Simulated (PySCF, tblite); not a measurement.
# C₇H₇N₃S: geometry, infrared bands and NMR shifts

What infrared bands and NMR shifts should C₇H₇N₃S (`CSc1ccc2cnnn2c1`) show?

Computed with tblite 0.8.0 and PySCF 2.14.0, with density-fitted response routines of our own, on a single molecule in the gas phase. Atoms count from 0, in the outputs and in this text.

## (1) Starting geometry

18 atoms, charge 0, multiplicity 1; geometry from: force field or distance geometry start.

Bonds of the start (Å): C0–S1 1.82, S1–C2 1.77, C2–C3 1.41, C3–C4 1.37, C4–C5 1.39, C5–C6 1.38, C6–N7 1.34, N7–N8 1.33, N8–N9 1.30, N9–C10 1.35, C10–C2 1.39, N9–C5 1.35, C0–H11 1.11, C0–H12 1.10, C0–H13 1.13, C3–H14 1.09, C4–H15 1.10, C6–H16 1.08, C10–H17 1.10.

## (2) Optimising the geometry with GFN2-xTB

What the job is given:

```
{"job": {"kind": "relax", "xc": "GFN2-xTB", "basis": "xTB"}, "charge": 0, "multiplicity": 1}
C      3.548800     0.279800    -0.736100
S      2.465900     0.337400     0.727300
C      0.749200     0.191000     0.322100
C     -0.038300     1.324000     0.047300
C     -1.373600     1.211300    -0.259500
C     -1.974800    -0.042700    -0.337500
C     -3.245500    -0.488100    -0.625100
N     -3.206600    -1.824000    -0.524100
N     -1.967100    -2.180100    -0.199100
N     -1.216700    -1.126100    -0.075000
C      0.091500    -1.029400     0.235200
H      4.471300     0.869600    -0.572000
H      2.911200     0.682000    -1.543900
H      3.830700    -0.791800    -0.938100
H      0.380300     2.325300     0.098400
H     -1.985900     2.096900    -0.461300
H     -4.103300     0.118900    -0.868300
H      0.654100    -1.947900     0.433200
```

On the command line:

```sh
OMP_NUM_THREADS=1 python probes_run.py task.json out
```

One launch serves the whole session: the jobs run in the order shown.

**Question.** This job is followed by: GFN2-xTB harmonic vibrations, gas phase; GIAO PBE0/pcSseg-1 NMR shielding, non-relativistic, gas phase. What will the session give for the following? strongest single infrared mode (GFN2-xTB); zero-point energy (GFN2-xTB); 13C shifts against TMS (PBE0/pcSseg-1); 1H shifts against TMS (PBE0/pcSseg-1, means over atoms taken as alike); 33S shifts against CS2 (PBE0/pcSseg-1); 15N shifts against NH3 (PBE0/pcSseg-1); surface potential, 1st and 99th percentile.

As calculated:

```
                                                              quantity                                               value
                             strongest single infrared mode (GFN2-xTB)                                1294 cm⁻¹, 63 km/mol
                                          zero-point energy (GFN2-xTB)                                       81.6 kcal/mol
                                13C shifts against TMS (PBE0/pcSseg-1)  140.9, 136.5, 135.6, 133.2, 129.3, 123.9, 29.3 ppm
1H shifts against TMS (PBE0/pcSseg-1, means over atoms taken as alike)                    9.26, 8.23, 8.00, 7.69, 2.37 ppm
                                33S shifts against CS2 (PBE0/pcSseg-1)                                               2 ppm
                                15N shifts against NH3 (PBE0/pcSseg-1)                             397.6, 372.9, 287.4 ppm
                                 surface potential, 1st and 99th percentile                                  -1.90 V and 1.33 V
```

What this shows: Relaxing lowered the energy by 0.546 eV in 91 steps; the close pair that moved most is N7–N8, from 1.330 to 1.287 Å. The lowest mode is imaginary (42i cm⁻¹), so the xTB geometry is not a minimum. The strongest single mode, at 1294 cm⁻¹, has its largest shares on N9, C5, N8 and C6 (the list is cut at 4 atoms). Unscaled tight-binding wavenumbers are off by several per cent, some by more. Its intensities can rank the bands wrongly. At PBE0/pcSseg-1: The widest tensor belongs to N7: span 583 ppm, with a paramagnetic part of -460 ppm. NICS(1)zz of -21 ppm above the planar ring from C2 marks a diatropic (aromatic) ring current. NICS(1)zz of -41 ppm above the planar ring from C5 marks a diatropic (aromatic) ring current. By nearest atom (PBE0/pcSseg-1), the HOMO sits on C6 23 %; N8 21 % and the LUMO on C4, C10 about 22 % each; C2, C3 about 10 % each.
